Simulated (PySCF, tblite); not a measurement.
# C9H12: geometry, infrared bands and NMR shifts

Aim: predict the infrared bands and NMR shifts of C9H12 (`C#CC=C1CCCCC1`).

Computed with tblite 0.8.0 and PySCF 2.14.0, with density-fitted response routines of our own, on a single molecule in the gas phase. Atoms are numbered from 0 throughout.

## 1. Starting geometry

21 atoms, charge 0, multiplicity 1; geometry from: force field or distance geometry start.

Bonds of the start (Å): C0–C1 1.21, C1–C2 1.41, C2–C3 1.35, C3–C4 1.51, C4–C5 1.54, C5–C6 1.52, C6–C7 1.52, C7–C8 1.53, C8–C3 1.51, C0–H9 1.05, C2–H10 1.09, C4–H11 1.09, C4–H12 1.10, C5–H13 1.10, C5–H14 1.11, C6–H15 1.09, C6–H16 1.10, C7–H17 1.10, C7–H18 1.10, C8–H19 1.10, C8–H20 1.09.

## 2. Relaxing the molecule with GFN2-xTB

The job: settings as JSON, then the geometry in Å.

```
{"job": {"kind": "relax", "xc": "GFN2-xTB", "basis": "xTB"}, "charge": 0, "multiplicity": 1}
C      3.948500     0.094100    -0.893200
C      2.878900    -0.459800    -0.799200
C      1.648400    -1.144200    -0.672200
C      0.561000    -0.624000    -0.059600
C      0.495700     0.724100     0.620200
C     -0.675100     1.545200     0.056500
C     -1.992100     0.787400     0.141500
C     -1.890500    -0.579900    -0.524100
C     -0.728300    -1.411400     0.026000
H      4.871800     0.595400    -0.978100
H      1.583300    -2.128800    -1.130700
H      1.416800     1.296100     0.488300
H      0.359200     0.583300     1.702700
H     -0.465800     1.808200    -0.990100
H     -0.756300     2.495900     0.616200
H     -2.791600     1.373500    -0.312800
H     -2.269100     0.656900     1.201800
H     -1.770800    -0.454300    -1.609900
H     -2.836100    -1.128100    -0.377900
H     -0.924500    -1.665500     1.079100
H     -0.672400    -2.347000    -0.522600
```

Launch:

```bash
OMP_NUM_THREADS=1 python probes_run.py task.json out
```

The driver reads the jobs from task.json and runs them one after another.

**Question.** This job is followed by: GFN2-xTB harmonic vibrations, gas phase; GIAO PBE0/pcSseg-1 NMR shielding, non-relativistic, gas phase. What will the session give for the following? strongest single infrared mode (GFN2-xTB); zero-point energy (GFN2-xTB); 13C shifts against TMS (PBE0/pcSseg-1); 1H shifts against TMS (PBE0/pcSseg-1, means over atoms taken as alike).

As calculated:

| quantity | value |
| --- | --- |
| strongest single infrared mode (GFN2-xTB) | 2981 cm⁻¹, 131 km/mol |
| zero-point energy (GFN2-xTB) | 113.5 kcal/mol |
| 13C shifts against TMS (PBE0/pcSseg-1) | 167.9, 107.3, 89.8, 85.6, 40.6, 36.1, 33.3, 32.3, 30.9 ppm |
| 1H shifts against TMS (PBE0/pcSseg-1, means over atoms taken as alike) | 5.50, 2.74, 2.60, 2.21, 1.62, 1.60, 1.59 ppm |

**Reading.** Relaxing lowered the energy by 0.063 eV in 34 steps; the close pair that moved most is C2–C3, from 1.352 to 1.335 Å. All 57 modes are real, so the xTB geometry is a minimum. Unscaled tight-binding wavenumbers are off by several per cent, some by more. Its intensities can rank the bands wrongly. The most deshielded hydrogen is H10 (hydrogen on an alkene CH), at 5.50 ppm: attached to an sp2 carbon and in the plane of the double bond. At PBE0/pcSseg-1: The largest span, 298 ppm, is at C1, where the paramagnetic term is -151 ppm.
